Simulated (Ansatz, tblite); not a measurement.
# SnEt3F (C₆H₁₅FSn): rung by rung

The task here is to estimate one member of a computed series from the others.

Method: as each input shows; program: Ansatz 0.2.0, Gaussian basis.

Plan: GFN1-xTB, GFN2-xTB, PBE-D4/def2-TZVP, r2SCAN-D4/def2-TZVP, r2SCANh-D4/def2-TZVP, r2SCAN0-D4/def2-TZVP, LC-ωPBE/def2-TZVP, PBE-D4/def2-SVP, PBE0-D4/def2-SVP, MP2/def2-TZVP, RPA/def2-TZVP.

2 further runs of the same task are left out: 1 that didn't finish, 1 set aside as unsound or not needed.

### The relaxed structure

The geometry is that of the singlet, from an earlier relaxation (PBE0-D4/def2-SVP).

23 atoms, charge 0, spin multiplicity 1.

Bond lengths: Sn1–C2 2.155 Å, Sn1–C9 2.154 Å, Sn1–C16 2.155 Å, Sn1–F23 1.968 Å, C2–C3 1.523 Å, C2–H4 1.103 Å, C2–H5 1.102 Å, C3–H6 1.103 Å, C3–H7 1.102 Å, C3–H8 1.101 Å, C9–C10 1.523 Å, C9–H11 1.103 Å, C9–H12 1.102 Å, C10–H13 1.103 Å, C10–H14 1.102 Å, C10–H15 1.101 Å, C16–C17 1.523 Å, C16–H18 1.103 Å and more. Angles: C2–Sn1–C9 115.4°, C2–Sn1–C16 115.2°, C2–Sn1–F23 102.7°, C9–Sn1–C16 115.2°, C9–Sn1–F23 102.7°, C16–Sn1–F23 102.9°, Sn1–C2–C3 112.0°, Sn1–C2–H4 108.0°, Sn1–C2–H5 107.0°, C3–C2–H4 111.6°, C3–C2–H5 111.3°, H4–C2–H5 106.6°, C2–C3–H6 111.7°, C2–C3–H7 111.7°, C2–C3–H8 111.4°, H6–C3–H7 107.1°, H6–C3–H8 107.6°, H7–C3–H8 107.1° and more.

Geometry (Å):

```mol
C6H15FSn
  3D, bonds by distance, orders not assigned

 23 22  0  0  0  0  0  0  0  0999 V2000
   -0.0155   -0.0153   -0.0064 Sn  0  0
    0.0574   -0.3512    2.1206 C   0  0
   -1.3137   -0.6865    2.6935 C   0  0
    0.4861    0.5483    2.5927 H   0  0
    0.7750   -1.1695    2.2927 H   0  0
   -1.2642   -0.8929    3.7756 H   0  0
   -2.0274    0.1413    2.5538 H   0  0
   -1.7465   -1.5734    2.2057 H   0  0
    1.8829   -0.1063   -1.0212 C   0  0
    2.5928   -1.4346   -0.7936 C   0  0
    2.4936    0.7451   -0.6778 H   0  0
    1.6814    0.0624   -2.0914 H   0  0
    3.5457   -1.4878   -1.3460 H   0  0
    2.8264   -1.5952    0.2713 H   0  0
    1.9724   -2.2828   -1.1215 H   0  0
   -1.3184    1.5797   -0.6394 C   0  0
   -1.5916    1.5398   -2.1374 C   0  0
   -0.8579    2.5345   -0.3358 H   0  0
   -2.2499    1.4813   -0.0590 H   0  0
   -2.2864    2.3383   -2.4468 H   0  0
   -0.6679    1.6689   -2.7243 H   0  0
   -2.0365    0.5791   -2.4391 H   0  0
   -0.9380   -1.6231   -0.6662 F   0  0
  1  2  8  0
  1  9  8  0
  1 16  8  0
  1 23  8  0
  2  3  8  0
  2  4  8  0
  2  5  8  0
  3  6  8  0
  3  7  8  0
  3  8  8  0
  9 10  8  0
  9 11  8  0
  9 12  8  0
 10 13  8  0
 10 14  8  0
 10 15  8  0
 16 17  8  0
 16 18  8  0
 16 19  8  0
 17 20  8  0
 17 21  8  0
 17 22  8  0
M  END
```

Sn takes a core potential in the def2 sets. No spin-orbit coupling is included.

PBE0-D4/def2-TZVP was run before; its log isn't repeated, and its numbers join the tables.

Set-up of the first run:

Tight binding, by tblite at 300 K electronic temperature and without a spin-polarisation term:

```python
tblite.interface.Calculator('GFN1-xTB', numbers, positions, charge=0, uhf=0).singlepoint()
```

Tight binding, by tblite at 300 K electronic temperature and without a spin-polarisation term:

```python
tblite.interface.Calculator('GFN2-xTB', numbers, positions, charge=0, uhf=0).singlepoint()
```

start.molden holds the orbitals of an earlier run on this state, given as this run's starting guess.

File in.yaml:

```yaml
crystal:
  periodic: [false, false, false]
  atoms:
    - {symbol: Sn, position_ang: [-0.015484, -0.015281, -0.006423]}
    - {symbol: C, position_ang: [0.057384, -0.351230, 2.120616]}
    - {symbol: C, position_ang: [-1.313701, -0.686521, 2.693519]}
    - {symbol: H, position_ang: [0.486110, 0.548299, 2.592669]}
    - {symbol: H, position_ang: [0.775007, -1.169524, 2.292730]}
    - {symbol: H, position_ang: [-1.264178, -0.892940, 3.775617]}
    - {symbol: H, position_ang: [-2.027398, 0.141339, 2.553847]}
    - {symbol: H, position_ang: [-1.746453, -1.573433, 2.205731]}
    - {symbol: C, position_ang: [1.882853, -0.106293, -1.021239]}
    - {symbol: C, position_ang: [2.592835, -1.434593, -0.793567]}
    - {symbol: H, position_ang: [2.493607, 0.745061, -0.677760]}
    - {symbol: H, position_ang: [1.681440, 0.062421, -2.091382]}
    - {symbol: H, position_ang: [3.545716, -1.487754, -1.346012]}
    - {symbol: H, position_ang: [2.826355, -1.595153, 0.271265]}
    - {symbol: H, position_ang: [1.972390, -2.282816, -1.121511]}
    - {symbol: C, position_ang: [-1.318356, 1.579697, -0.639412]}
    - {symbol: C, position_ang: [-1.591571, 1.539806, -2.137420]}
    - {symbol: H, position_ang: [-0.857871, 2.534513, -0.335838]}
    - {symbol: H, position_ang: [-2.249860, 1.481270, -0.059031]}
    - {symbol: H, position_ang: [-2.286397, 2.338260, -2.446811]}
    - {symbol: H, position_ang: [-0.667921, 1.668898, -2.724277]}
    - {symbol: H, position_ang: [-2.036521, 0.579066, -2.439081]}
    - {symbol: F, position_ang: [-0.937979, -1.623104, -0.666222]}
basis:
  gaussian: {orbitals: def2-TZVP, initial_orbitals: start.molden}
hamiltonian: {xc: pbe, dispersion: d4}
scf: {omitted_lower_state_checks: [starts]}
output: {orbitals: {seedname: orbitals}}
```

Run with:

```console
$ ansatz run in.yaml --threads 4 --pin off --events-out ev --progress --plain --max-ram 8704MiB
```

Among the steps run: PBE-D4/def2-TZVP; r2SCAN-D4/def2-TZVP; r2SCANh-D4/def2-TZVP; r2SCAN0-D4/def2-TZVP; LC-ωPBE/def2-TZVP; PBE-D4/def2-SVP; PBE0-D4/def2-SVP; MP2/def2-TZVP; RPA/def2-TZVP.

One of the session's tables, all rows but one given; the rest of the session is left out.

It belongs to the step «Binding energy». 

| level | binding an atom (eV) |
| --- | --- |
| HF/def2-TZVP | 2.938 |
| PBE-D4/def2-SVP | 4.001 |
| PBE-D4/def2-TZVP | 3.982 |
| r2SCAN-D4/def2-TZVP | ? |
| r2SCANh-D4/def2-TZVP | 3.909 |
| PBE0-D4/def2-SVP | 3.957 |
| PBE0-D4/def2-TZVP | 3.934 |
| r2SCAN0-D4/def2-TZVP | 3.885 |
| LC-ωPBE/def2-TZVP | 3.913 |
| MP2/def2-TZVP | 3.827 |

Q: Estimate the row for r2SCAN-D4/def2-TZVP from the others.

Worked estimate for «binding an atom (eV)». Against the share of exact exchange, r2SCANh-D4/def2-TZVP (0.1, 3.909), r2SCAN0-D4/def2-TZVP (0.25, 3.885) give a slope of -0.160 per unit share; at 0 the line stands at 3.925.

**Answer.** binding an atom (eV): 3.925. In «binding an atom (eV)» the line misses by 0.000.

Limits of these values: Free atoms were run apart at each level; binding is atoms less cluster, divided by the number of atoms, without zero-point or spin-orbit terms.
